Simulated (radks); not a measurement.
**Dipole-allowed lines with 3 electrons: Co²⁴⁺, Ni²⁵⁺**

An exercise on one series of results from a longer session: the logs are not shown, and one member is left open.

The numbers are computed with radks (a radial shooting solver on a logarithmic mesh, Libxc functionals) version 1 (non-relativistic Kohn-Sham, PBE, spin-polarised, spherical densities, point nucleus; open shells are filled with parallel spins first), except any that are marked as measured or tabulated.

### The system

- species: Co²⁴⁺ ([He] 2s1), Ni²⁵⁺ ([He] 2s1)

Set-up of the first run:

The run's settings:

```text
Z 27
configuration [He] 2s1 2p0 3s0 3d0
relativity non-relativistic
functional pbe,pbe
spin polarised
nucleus point
response adiabatic LDA kernel, real frequencies
```

Launch:

```bash
$ python run_ks.py task.json out
```

The same process makes all the runs of this session.

Among the steps run: Co²⁴⁺, [He] 2s1.

One of the session's tables, all rows but one given; the rest of the session is left out.

It belongs to the step «Co²⁴⁺, [He] 2s1». Sizes of the orbitals, from the radial functions (bohr):

```
  level      <r>  outermost maximum (interpolated)  90 % within  nodes
  1s up  0.05648                            0.0374        0.100      0
1s down  0.05647                            0.0374        0.100      0
  2s up   0.2328                             0.202        0.355      1
  2p up        ?                                 ?            ?      ?
  3s up   0.5312                             0.512        0.766      2
  3d up   0.4215                             0.361        0.635      0
```

Q: Estimate the row for 2p up from the others.

As computed: <r>: 0.1977; outermost maximum (interpolated): 0.158; 90 % within: 0.317; nodes: 0. In the column «<r>» it lies between 1s up (0.05648) and 2s up (0.2328).
